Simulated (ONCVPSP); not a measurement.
**An ONCV potential for ruthenium, from input to tests**

Aim: build the potential from the settings below, then test how well it stands in for the atom: other configurations, scattering, ghost states and the plane-wave cutoff that it needs.

The numbers are computed with ONCVPSP 4.0.1 (PBE, scalar-relativistic, spin-unpolarised reference atom).

### 1 Starting point

The settings as typed:

```json
{
 "element": "ruthenium (Ru, Z = 44)",
 "type": "optimised norm-conserving Vanderbilt (ONCV)",
 "frozen core": "[Ar] 3d10",
 "valence charge": "16",
 "reference configuration": "4s2 4p6 4d7 5s1",
 "partial waves": "4s+5s: rc 1.60 bohr, ncon 3, nbas 7, qcut 9.9 1/bohr, 2 projectors; 4p: rc 1.80 bohr, ncon 4, nbas 8, qcut 7.2 1/bohr, 3 projectors, debl 2.9 Ha; 4d: rc 1.76 bohr, ncon 5, nbas 10, qcut 6.4 1/bohr, 1 projector; f scattering state at 0.41 Ha: rc 1.60 bohr, ncon 4, nbas 7, qcut 6.5 1/bohr, local",
 "local potential": "the f channel",
 "core correction": "Teter function, fcfact 5.5, rcfact 1.4"
}
```

An earlier all-electron run gives the scale for the radii.

All-electron outer shells of the reference configuration (PBE, scalar-relativistic, ld1.x):

| shell | level (eV) | outermost node (bohr) | outermost maximum (bohr) |
| --- | --- | --- | --- |
| 3d | -273.12 | – | 0.30 |
| 4s | -76.37 | 0.48 | 0.92 |
| 4p | -46.42 | 0.49 | 0.98 |
| 4d | -5.20 | 0.48 | 1.21 |
| 5s | -4.24 | 1.24 | 2.73 |
| 5p | -0.91 | 1.41 | 3.97 |

### 2 Generation

Input file Ru.dat:

```
# ATOM AND REFERENCE CONFIGURATION
# atsym  z   nc   nv     iexc    psfile
  Ru 44.00    6    4        4      upf
#
#   n    l    f
    1    0    2.00
    2    0    2.00
    2    1    6.00
    3    0    2.00
    3    1    6.00
    3    2   10.00
    4    0    2.00
    4    1    6.00
    4    2    7.00
    5    0    1.00
#
# PSEUDOPOTENTIAL AND OPTIMIZATION
# lmax
    3
#
#   l,   rc,      ep,       ncon, nbas, qcut
    0    1.60    0.00    3    7    9.90
    1    1.80    0.00    4    8    7.20
    2    1.76    0.00    5   10    6.40
    3    1.60    0.41    4    7    6.50
#
# LOCAL POTENTIAL
# lloc, lpopt,  rc(5),   dvloc0
    3    5    1.60    0.00
#
# VANDERBILT-KLEINMAN-BYLANDER PROJECTORs
# l, nproj, debl
    0    2    0.50
    1    3    2.90
    2    1    1.90
    3    0    0.70
#
# MODEL CORE CHARGE
# icmod, fcfact, rcfact
    3    5.50    1.40
#
# LOG DERIVATIVE ANALYSIS
# epsh1, epsh2, depsh
   -4.00    5.00    0.02
#
# OUTPUT GRID
# rlmax, drl
    6.00    0.01
#
# TEST CONFIGURATIONS
# ncnf
    4
# nvcnf
#   n    l    f
    4
    4    0    2.00
    4    1    6.00
    4    2    7.00
    5    0    0.00
#
    4
    4    0    2.00
    4    1    6.00
    4    2    6.00
    5    0    0.00
#
    4
    4    0    2.00
    4    1    6.00
    4    2    5.00
    5    0    0.00
#
    4
    4    0    2.00
    4    1    6.00
    4    2    6.00
    5    0    1.00
#
```

Started as:

```sh
$ oncvpsp.x < Ru.dat > Ru.out
```

The output, Ru.out (without the consistency checks and plot data):

```text
ONCVPSP  (Optimized Norm-Conservinng Vanderbilt PSeudopotential)
scalar-relativistic version 4.0.1

#   n    l    f        energy (Ha)
    1    0    2.00    -8.0619226E+02
    2    0    2.00    -1.1591338E+02
    2    1    6.00    -1.0381142E+02
    3    0    2.00    -2.0412248E+01
    3    1    6.00    -1.6435177E+01
    3    2   10.00    -1.0036845E+01
    4    0    2.00    -2.8065926E+00
    4    1    6.00    -1.7057633E+00
    4    2    7.00    -1.9118430E-01
    5    0    1.00    -1.5580714E-01

Reference configufation results
  iterations    32
  all-electron total energy (Ha)   -4.53075259D+03

Begin loop to  construct optimized pseudo wave functions
and semi-local pseudopoentials for all angular momenta

Calculating optimized projector #   1

 for l=   0

    Fraction of norm inside rc  0.937086
    Optimizing pswf for qcut=   9.91 a_B^-1,  ecut=  49.09 Ha
    Residual kinetic energy error=  1.65D-08 Ha

    Energy error per electron        Cutoff
         Ha          eV             Ha
         0.01000     0.27211       23.49
         0.00100     0.02721       30.01
         0.00010     0.00272       35.49
         0.00001     0.00027       39.98

Calculating optimized projector #   2

 for l=   0

    Fraction of norm inside rc  0.043517
    Optimizing pswf for qcut=   9.91 a_B^-1,  ecut=  49.09 Ha
    Residual kinetic energy error=  3.63D-09 Ha

    Energy error per electron        Cutoff
         Ha          eV             Ha
         0.01000     0.27211       16.83
         0.00100     0.02721       25.06
         0.00010     0.00272       31.60
         0.00001     0.00027       36.87

   Wellstate for l =  1  n =  6
     eigenvalue =   1.1942
     asymptotic potential =   1.6942
     half-point radius =  4.2056

   Wellstate for l =  1  n =  7
     eigenvalue =   4.0942
     asymptotic potential =   4.5942
     half-point radius =  3.3623

Calculating optimized projector #   1

 for l=   1

    Fraction of norm inside rc  0.934066
    Optimizing pswf for qcut=   7.19 a_B^-1,  ecut=  25.85 Ha
    Residual kinetic energy error=  6.97D-08 Ha

    Energy error per electron        Cutoff
         Ha          eV             Ha
         0.01000     0.27211       11.91
         0.00100     0.02721       15.37
         0.00010     0.00272       18.15
         0.00001     0.00027       20.58

Calculating optimized projector #   2

 for l=   1

    Fraction of norm inside rc  0.094404
    Optimizing pswf for qcut=   7.19 a_B^-1,  ecut=  25.85 Ha
    Residual kinetic energy error=  3.32D-06 Ha

    Energy error per electron        Cutoff
         Ha          eV             Ha
         0.01000     0.27211       10.26
         0.00100     0.02721       13.36
         0.00010     0.00272       16.07
         0.00001     0.00027       19.93

Calculating optimized projector #   3

 for l=   1

    Fraction of norm inside rc  0.124848
    Optimizing pswf for qcut=   7.19 a_B^-1,  ecut=  25.85 Ha
    Residual kinetic energy error=  6.42D-05 Ha

    Energy error per electron        Cutoff
         Ha          eV             Ha
         0.01000     0.27211       11.74
         0.00100     0.02721       15.18
         0.00010     0.00272       23.82
         0.00001     0.00027       42.55

Calculating optimized projector #   1

 for l=   2

    Fraction of norm inside rc  0.623811
    Optimizing pswf for qcut=   6.39 a_B^-1,  ecut=  20.42 Ha
    Residual kinetic energy error=  8.88D-04 Ha

    Energy error per electron        Cutoff
         Ha          eV             Ha
         0.01000     0.27211       15.87
         0.00100     0.02721       20.33
         0.00010     0.00272       76.60
         0.00001     0.00027      119.73

   Wellstate for l =  3  n =  4
     eigenvalue =   0.4100
     asymptotic potential =   0.9100
     half-point radius =  7.3756

Calculating optimized projector #   1

 for l=   3

    Fraction of norm inside rc  0.005494
    Optimizing pswf for qcut=   6.51 a_B^-1,  ecut=  21.19 Ha
    Residual kinetic energy error=  8.29D-05 Ha

    Energy error per electron        Cutoff
         Ha          eV             Ha
         0.01000     0.27211        3.62
         0.00100     0.02721       12.80
         0.00010     0.00272       20.60
         0.00001     0.00027       62.50

Construct Vanderbilt / Kleinmman-Bylander projectors

B matrix Hermiticity error, ll=   0
   1   2    2.5837E-04

  Orthonormal projector coefficients  2.4694E+01  3.5299E+00

B matrix Hermiticity error, ll=   1
   1   2   -3.0737E-04
   1   3    6.0855E-04
   2   3    1.7237E-04

  Orthonormal projector coefficients  8.9794E+00  2.7358E+00 -9.8757E-01

Model core correction analysis
  based on d2Exc/dn_idn_j

d2excae - all-electron derivatives

   -3.432838D-02   -3.043987D-02   -1.681347D-02   -1.692203D-03
   -3.044007D-02   -2.844937D-02   -1.794185D-02   -2.106975D-03
   -1.681371D-02   -1.794198D-02   -1.806087D-02   -9.294950D-03
   -1.692071D-03   -2.106548D-03   -9.292989D-03   -2.801148D-02

d2excps - pseudofunction derivatives with no core correction

   -3.885808D-02   -3.422101D-02   -1.808232D-02   -2.073047D-03
   -3.422142D-02   -3.137037D-02   -1.862692D-02   -2.505499D-03
   -1.808271D-02   -1.862704D-02   -1.874151D-02   -9.367189D-03
   -2.072965D-03   -2.505109D-03   -9.365229D-03   -2.803883D-02

rms 2nd derivative error    1.982539E-03

rmatch, rhocmatch    0.6893   16.2392

Teter function model core charge with specified parameters

d2excps - pseudofunction derivatives with core correction

   -3.122322D-02   -2.781811D-02   -1.645096D-02   -1.515703D-03
   -2.781829D-02   -2.588398D-02   -1.737902D-02   -2.022135D-03
   -1.645113D-02   -1.737906D-02   -1.850287D-02   -9.233946D-03
   -1.515560D-03   -2.021703D-03   -9.231986D-03   -2.799924D-02

rms 2nd derivative error    1.395233E-03

Pseudoatom total energy  -95.239470

Diagnostic tests using Vanderbilt-Kleinman-Bylander pseudopotentials
  1 or more projectors used as specified by nproj input data

   l    rcore       rmatch      e in        delta e   norm test  slope test

   0   1.6021941   1.6508401  -2.8065926  -0.0000012   1.0001654   1.0001568
   0   1.6021941   1.6508401  -0.1558071   0.0000042   1.0000460   1.0000343

   1   1.8058211   1.8606498  -1.7057633  -0.0000013   1.0001644   1.0001645
   1   1.8058211   1.8606498   1.1942367   0.0000297   1.0002266   1.0002266
   1   1.8058211   1.8606498   4.0942367   0.0000359   1.0003293   1.0003293

   2   1.7631238   1.8166561  -0.1911843  -0.0000011   0.9999999   1.0000066

   3   1.6021941   1.6508401   0.4100000   0.0000121   1.0000021   1.0000021

 Testing for bound ghosts
   n   l    E NL Schr. Eq   E Basis Diag.   E Cutoff

   1   0       -2.806594       -2.806465     74.10
   2   0       -0.155803       -0.071268     74.10

   2   1       -1.705765       -1.705756    121.72

   3   2       -0.191185       -0.187582    142.53

 Testing for highly-localized positive-energy ghosts
       l    <radius>/rc     E Basis Diag.   E Cutoff

       0        0.556605        9.314887     74.10  WARNING - GHOST(+)

Test configuration 0

   n   l     f        eae           eps        diff
   1   0  2.0000 -806.19226258
   2   0  2.0000 -115.91337527
   2   1  6.0000 -103.81142209
   3   0  2.0000  -20.41224764
   3   1  6.0000  -16.43517702
   3   2 10.0000  -10.03684495
   4   0  2.0000   -2.80659264   -2.80659384   -1.21D-06
   4   1  6.0000   -1.70576332   -1.70576461   -1.28D-06
   4   2  7.0000   -0.19118430   -0.19118539   -1.08D-06
   5   0  1.0000   -0.15580714   -0.15580293    4.21D-06

    Total energies and differences
      AE_ref= -4.53075259D+03  AE_tst= -4.53075259D+03  dif=  0.00D+00
      PS_ref= -9.52394698D+01  PS_tst= -9.52394698D+01  dif= -3.98D-13
      PSP excitation error=  3.98D-13

Test configuration 1

   n   l     f        eae           eps        diff
   1   0  2.0000 -806.46376883
   2   0  2.0000 -116.18083304
   2   1  6.0000 -104.07911963
   3   0  2.0000  -20.68091432
   3   1  6.0000  -16.70382927
   3   2 10.0000  -10.30517050
   4   0  2.0000   -3.07860716   -3.07905814   -4.51D-04
   4   1  6.0000   -1.97905601   -1.97930632   -2.50D-04
   4   2  7.0000   -0.46095259   -0.46097668   -2.41D-05

    Total energies and differences
      AE_ref= -4.53075259D+03  AE_tst= -4.53048460D+03  dif=  2.68D-01
      PS_ref= -9.52394698D+01  PS_tst= -9.49714328D+01  dif=  2.68D-01
      PSP excitation error= -4.37D-05

Test configuration 2

   n   l     f        eae           eps        diff
   1   0  2.0000 -806.94069381
   2   0  2.0000 -116.66201928
   2   1  6.0000 -104.56000089
   3   0  2.0000  -21.15985756
   3   1  6.0000  -17.18277160
   3   2 10.0000  -10.78457442
   4   0  2.0000   -3.54654378   -3.54683606   -2.92D-04
   4   1  6.0000   -2.44066224   -2.44104021   -3.78D-04
   4   2  6.0000   -0.88700655   -0.88719388   -1.87D-04

    Total energies and differences
      AE_ref= -4.53075259D+03  AE_tst= -4.52981626D+03  dif=  9.36D-01
      PS_ref= -9.52394698D+01  PS_tst= -9.43029521D+01  dif=  9.37D-01
      PSP excitation error= -1.86D-04

Test configuration 3

   n   l     f        eae           eps        diff
   1   0  2.0000 -807.49912553
   2   0  2.0000 -117.22678289
   2   1  6.0000 -105.12440761
   3   0  2.0000  -21.71866251
   3   1  6.0000  -17.74156215
   3   2 10.0000  -11.34428134
   4   0  2.0000   -4.08196066   -4.08150355    4.57D-04
   4   1  6.0000   -2.96656351   -2.96682110   -2.58D-04
   4   2  5.0000   -1.37266426   -1.37247173    1.93D-04

    Total energies and differences
      AE_ref= -4.53075259D+03  AE_tst= -4.52869090D+03  dif=  2.06D+00
      PS_ref= -9.52394698D+01  PS_tst= -9.31774498D+01  dif=  2.06D+00
      PSP excitation error= -3.29D-04

Test configuration 4

   n   l     f        eae           eps        diff
   1   0  2.0000 -806.60776839
   2   0  2.0000 -116.33371297
   2   1  6.0000 -104.23141546
   3   0  2.0000  -20.83098165
   3   1  6.0000  -16.85391937
   3   2 10.0000  -10.45601458
   4   0  2.0000   -3.21726835   -3.21695262    3.16D-04
   4   1  6.0000   -2.11136842   -2.11131338    5.50D-05
   4   2  6.0000   -0.56602043   -0.56612086   -1.00D-04
   5   0  1.0000   -0.43270096   -0.43273253   -3.16D-05

    Total energies and differences
      AE_ref= -4.53075259D+03  AE_tst= -4.53038097D+03  dif=  3.72D-01
      PS_ref= -9.52394698D+01  PS_tst= -9.48678023D+01  dif=  3.72D-01
      PSP excitation error= -4.86D-05
```

Run time: 3.5 s. Hardware: 1 thread of Intel Xeon 6975P-C, shared host.

All-electron and pseudo partial waves u(r) = r·R(r), from the program's wave files:

| r (bohr) | 4p AE | 4p PS |
| --- | --- | --- |
| 0.090 | 0.3433 | 0.0240 |
| 0.180 | -0.1940 | 0.0933 |
| 0.270 | -0.5526 | 0.2005 |
| 0.360 | -0.4795 | 0.3348 |
| 0.450 | -0.1609 | 0.4827 |
| 0.540 | 0.2179 | 0.6305 |
| 0.630 | 0.5532 | 0.7654 |
| 0.720 | 0.8049 | 0.8771 |
| 0.810 | 0.9672 | 0.9584 |
| 0.900 | 1.0511 | 1.0063 |
| 0.990 | 1.0727 | 1.0208 |
| 1.080 | 1.0494 | 1.0052 |
| 1.170 | 0.9961 | 0.9647 |
| 1.260 | 0.9249 | 0.9055 |
| 1.350 | 0.8446 | 0.8343 |
| 1.440 | 0.7614 | 0.7569 |
| 1.530 | 0.6797 | 0.6780 |
| 1.620 | 0.6019 | 0.6015 |
| 1.710 | 0.5296 | 0.5295 |
| 1.800 | 0.4637 | 0.4636 |
| 1.890 | 0.4042 | 0.4042 |
| 1.980 | 0.3512 | 0.3511 |
| 2.070 | 0.3042 | 0.3042 |
| 2.160 | 0.2629 | 0.2629 |
| 2.250 | 0.2268 | 0.2267 |
| 2.340 | 0.1952 | 0.1952 |

Densities times 4π (e/bohr³); a dash where the program caps the true core:

| r (bohr) | pseudo valence | true core | model core |
| --- | --- | --- | --- |
| 0.090 | 0.6901 | – | 86.89 |
| 0.270 | 4.454 | – | 69.6 |
| 0.450 | 10.49 | – | 44.23 |
| 0.630 | 15.36 | 30.62 | 21.79 |
| 0.810 | 16.11 | 4.402 | 7.978 |
| 0.990 | 13.18 | 0.6178 | 1.991 |
| 1.170 | 9 | 0.08825 | 0.2772 |
| 1.350 | 5.443 | 0.01299 | 0.009626 |
| 1.530 | 3.177 | 0.001981 | 0.001248 |
| 1.710 | 1.886 | 0.0003093 | 0.001155 |
| 1.890 | 1.157 | 4.983e-05 | 2.428e-05 |
| 2.070 | 0.7383 | 8.194e-06 | 7.813e-05 |
| 2.250 | 0.4899 | 1.348e-06 | 3.738e-05 |

### 3 Transferability, from the output's test configurations

The tests as a table, with energies relative to 4s2 4p6 4d7 5s1.

| valence configuration | charge | ΔE all-electron (eV) | error AE − PS (meV) |
| --- | --- | --- | --- |
| 4s2 4p6 4d7 5s0 | +1 | 7.292 | -1.2 |
| 4s2 4p6 4d6 5s0 | +2 | 25.479 | -5.1 |
| 4s2 4p6 4d5 5s0 | +3 | 56.101 | -9.0 |
| 4s2 4p6 4d6 5s1 | +1 | 10.112 | -1.3 |

### 4 Does it scatter like the atom?

Taken from the files of the generation run. The phase is arctan(r·R′/R) of the radial function R, unwrapped, with energies in Ha. A pole is an energy at which the radial function vanishes at the test radius. The pseudo phase is shifted by a multiple of π to meet the all-electron one at the reference energy. Levels narrower than the energy grid can be missing from the poles. The last column is the largest difference on the grid between −0.5 and +0.5 Ha.

| channel | radius (bohr) | reference (Ha) | poles AE | poles PS | window around the reference with phases within 0.05 rad (Ha) | largest difference near zero (rad) |
| --- | --- | --- | --- | --- | --- | --- |
| s | 1.62 | -0.16 | -2.28 | -2.28 | the whole range | 0.000 |
| p | 1.83 | -1.71 | -1.32 | -1.32 | the whole range | 0.000 |
| d | 1.78 | -0.19 | 0.78 | 0.80 | below 2.5 | 0.002 |
| f | 1.62 | 0.41 | 3.42 | 3.93 | below 3.0 | 0.002 |

Phases (rad) along the scan:

| E (Ha) | d AE | d PS | f AE | f PS |
| --- | --- | --- | --- | --- |
| -3.98 | 1.310 | 1.311 | 1.327 | 1.329 |
| -3.50 | 1.284 | 1.285 | 1.311 | 1.313 |
| -3.02 | 1.250 | 1.251 | 1.292 | 1.294 |
| -2.54 | 1.200 | 1.203 | 1.268 | 1.271 |
| -2.06 | 1.123 | 1.126 | 1.239 | 1.241 |
| -1.58 | 0.980 | 0.984 | 1.200 | 1.202 |
| -1.10 | 0.633 | 0.640 | 1.145 | 1.148 |
| -0.62 | -0.328 | -0.324 | 1.065 | 1.067 |
| -0.14 | -1.145 | -1.145 | 0.934 | 0.935 |
| 0.34 | -1.436 | -1.435 | 0.690 | 0.690 |
| 0.82 | -1.580 | -1.576 | 0.189 | 0.193 |
| 1.30 | -1.684 | -1.675 | -0.555 | -0.533 |
| 1.78 | -1.786 | -1.769 | -1.052 | -1.019 |
| 2.26 | -1.922 | -1.888 | -1.299 | -1.261 |
| 2.74 | -2.168 | -2.088 | -1.439 | -1.395 |
| 3.22 | -2.762 | -2.543 | -1.536 | -1.482 |
| 3.70 | -3.712 | -3.479 | -1.617 | -1.545 |
| 4.18 | -4.192 | -4.107 | -1.697 | -1.596 |
| 4.66 | -4.391 | -4.357 | -1.795 | -1.643 |

### 5 Plane-wave cutoff and ghosts

Read off the output, the cutoffs (Ha) at which the residual kinetic energy of the hardest occupied pseudo-wave falls to 1 and 0.1 mHa per electron: 30 Ha and 77 Ha.

The program's own ghost test: no bound ghost flagged; GHOST(+) flagged for s at 253.5 eV.

Cutoff (Ha) at which the first wave of each channel reaches a given error (Ha per electron):

| error | s | p | d | f |
| --- | --- | --- | --- | --- |
| 1.0e-02 | 23.5 | 11.9 | 15.9 | 3.6 |
| 3.2e-03 | 26.9 | 13.6 | 18.0 | 8.1 |
| 1.0e-03 | 30.0 | 15.4 | 20.3 | 12.8 |
| 3.2e-04 | 32.9 | 16.8 | 31.5 | 16.8 |
| 1.0e-04 | 35.5 | 18.2 | 76.6 | 20.6 |
| 3.2e-05 | 37.8 | 19.3 | 110.7 | 33.1 |
| 1.0e-05 | 40.0 | 20.6 | 119.7 | 62.5 |

### 6 What came out

```
                                                quantity                          value
  cutoffs for 1 and 0.1 mHa per electron, occupied waves                30 Ha and 77 Ha
                                            bound ghosts                     none found
                                          GHOST(+) flags                    s at 253 eV
                            largest test error (AE − PS)  -9.0 meV, for 4s2 4p6 4d5 5s0
largest phase difference near zero energy, channels read                      0.002 rad
 rms error of d²Exc/dn², without and with the model core              1.98 and 1.40 mHa
```

**Reading.** By total energies transferability is good: the largest error is 9.0 meV on 56.1 eV, for 4s2 4p6 4d5 5s0. It counts as of middling hardness, with 30 Ha needed at the looser tolerance. The tighter tolerance needs 77 Ha, and converged work needs a cutoff nearer that. At the looser tolerance the 4s wave is the slowest; 5s needs 25 Ha. It is free of bound ghosts as far as tested. Near zero energy the phases of the channels with partial waves agree within 0.002 rad. The program also flags highly localised states, GHOST(+) (s). These are tests on the free atom; a crystal test is still owed.
